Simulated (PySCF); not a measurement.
# CH11FGeSi3: the cost of one run

Computed with PySCF 2.14.0 and routines of our own; the level stands in each step. Atoms count from 0.

### 1 The starting structure

17 atoms, charge 0, multiplicity 1; geometry from: GFN2-xTB.

### 2 Magnetic properties: GIAO HF/pcSseg-1

The job: settings as JSON, then the geometry in Å.

```
{"job": {"kind": "mag", "xc": "HF", "basis": "pcSseg-1", "isotopologues": 2}, "charge": 0, "multiplicity": 1}
F      0.684720    -0.841138    -2.347624
C     -0.443746    -0.224078    -1.825848
Si    -0.105187     0.095205     0.064672
Si    -2.023466    -0.578699     1.220785
Si     0.609925     2.315807     0.272832
Ge     1.706226    -1.416817     0.313775
H     -0.600578     0.682510    -2.413189
H     -1.276054    -0.906576    -2.011765
H     -1.806843    -0.436466     2.661456
H     -2.418556    -1.969465     0.976789
H     -3.177534     0.254010     0.868954
H     -0.454556     3.248417    -0.114569
H      0.948924     2.597318     1.670013
H      1.784483     2.653038    -0.535862
H      1.439785    -2.816940    -0.152360
H      2.157591    -1.610545     1.739030
H      2.967867    -1.033553    -0.397000
```

Method: GIAO HF/pcSseg-1 magnetisability, rotational g tensor and spin-rotation constants, non-relativistic, gas phase.

Command:

```sh
$ OMP_NUM_THREADS=1 python excited_run.py task.json out
```

One launch serves the whole session: the jobs run in the order shown.

Q: Estimate the wall time and peak memory of this job on 1 thread of Arm Neoverse N1, shared host.

About 42 s, with a peak of 0.99 GiB.
